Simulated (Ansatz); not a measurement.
What does this script print? It uses Ansatz's Python interface.

Contents of `irrh3_irrh3_pm_3m.vasp`:
```text
IrRh3
1.0
   3.81706029    0.00000000    0.00000000
   0.00000000    3.81706029    0.00000000
   0.00000000    0.00000000    3.81706029
Ir Rh
1 3
Direct
   0.00000000    0.00000000    0.00000000
   0.00000000    0.50000000    0.50000000
   0.50000000    0.00000000    0.50000000
   0.50000000    0.50000000    0.00000000
```

Contents of `irrh3_ir3rh_pm_3m.cif`:
```cif
data_Ir3Rh
_cell_length_a 3.840336
_cell_length_b 3.840336
_cell_length_c 3.840336
_cell_angle_alpha 90.00000
_cell_angle_beta 90.00000
_cell_angle_gamma 90.00000
_symmetry_space_group_name_H-M 'P 1'
_symmetry_Int_Tables_number 1
loop_
_symmetry_equiv_pos_as_xyz
'x, y, z'
loop_
_atom_site_label
_atom_site_type_symbol
_atom_site_fract_x
_atom_site_fract_y
_atom_site_fract_z
Ir1 Ir    0.500000    0.000000    0.500000
Ir2 Ir    0.000000    0.500000    0.500000
Ir3 Ir    0.500000    0.500000    0.000000
Rh4 Rh    0.000000    0.000000    0.000000
```

Contents of `irrh3_ir.extxyz`:
```text
1
Lattice="0.0 1.9156 1.9156 1.9156 0.0 1.9156 1.9156 1.9156 0.0" Properties=species:S:1:pos:R:3 pbc="T T T"
Ir    0.00000000    0.00000000    0.00000000
```

`irrh3_rh.xyz`
```text
1
Lattice="0.0 1.89785 1.89785 1.89785 0.0 1.89785 1.89785 1.89785 0.0" Properties=species:S:1:pos:R:3 pbc="T T T"
Rh    0.00000000    0.00000000    0.00000000
```

The script, `irrh3.py`:
```python
"""Convex hull of a few Ir-Rh phases, after relaxing cells and atoms."""

from collections import Counter

import ansatz as az
from ase.io import read
import numpy as np
from scipy.spatial import ConvexHull


def run_phase(name, crystal):
    calc = crystal.calculation()
    calc = calc.functional("pbesol")
    calc = calc.basis(460)
    calc = calc.kpoints(spacing=0.3)
    calc = calc.occupations("fermi_dirac", width=0.05)
    calc = calc.relax(force_tolerance=0.02, max_steps=40, cell=True)
    return calc.run(threads=1)


def counts(outcome):
    return Counter(site.symbol for site in outcome.lattice.sites)

def formation_energy(outcome, mu):
    n = counts(outcome)
    return (outcome.report["energy_sigma0_ev"] - sum(k * mu[element] for element, k in n.items())) / sum(n.values())

phases = {}
atoms = read("irrh3_irrh3_pm_3m.vasp", format="vasp")
irrh3_pm_3m = az.Crystal.from_ase(atoms)
phases["IrRh3 Pm-3m"] = irrh3_pm_3m
atoms = read("irrh3_ir3rh_pm_3m.cif")
ir3rh_pm_3m = az.Crystal.from_ase(atoms)
phases["Ir3Rh Pm-3m"] = ir3rh_pm_3m
ir = az.Crystal.from_extxyz("irrh3_ir.extxyz")
phases["Ir"] = ir
rh = az.Crystal.from_extxyz("irrh3_rh.xyz")
phases["Rh"] = rh

done = {name: run_phase(name, crystal) for name, crystal in phases.items()}

# chemical potentials of the elements at zero temperature
references = {"Ir": "Ir", "Rh": "Rh"}
mu = {element: done[name].report["energy_sigma0_ev"] / len(done[name].lattice.sites) for element, name in references.items()}
points = sorted((counts(o)["Rh"] / len(o.lattice.sites), formation_energy(o, mu), name) for name, o in done.items())

xy = np.array([(x, e) for x, e, _ in points] + [(0.5, 10.0)])
hull = sorted(tuple(xy[i]) for i in ConvexHull(xy).vertices if xy[i, 1] < 5)
rows = [(name, x, e, e - np.interp(x, *zip(*hull))) for x, e, name in points]
print("     phase       x(Rh)  E_form (eV/atom)  above hull (eV/atom)")
for row in rows:
    print(f"{str(row[0]):>10}  {row[1]:10.3f}  {row[2]:16.4f}  {row[3]:20.4f}")
print("on the hull of these phases:", ", ".join(row[0] for row in rows if row[3] < 1e-6))
```

```console
$ python irrh3.py
     phase       x(Rh)  E_form (eV/atom)  above hull (eV/atom)
        Ir       0.000            0.0000                0.0000
Ir3Rh Pm-3m       0.250           -0.0217                0.0000
IrRh3 Pm-3m       0.750           -0.0152                0.0000
        Rh       1.000            0.0000                0.0000
on the hull of these phases: Ir, Ir3Rh Pm-3m, IrRh3 Pm-3m, Rh
```

Caveats:
- No spin polarisation was allowed.
- For the metals among these phases the mesh is modest: differences between phases can be off by up to 40 meV an atom.
- Spin-orbit coupling, which matters for elements this heavy, is left out.
- The cells come from databases of deposited and of computed structures, and not all need be stable phases.
- Differences under about 40 meV an atom lie within the error of mesh and functional, so such verdicts may flip; only the cells listed enter the hull.
- The whole script took 34 s on 1 thread of Arm Neoverse V1, with other jobs on the host, peak memory 0.49 GiB.

(Lines on the test bed's own set-up are left out of the output.)
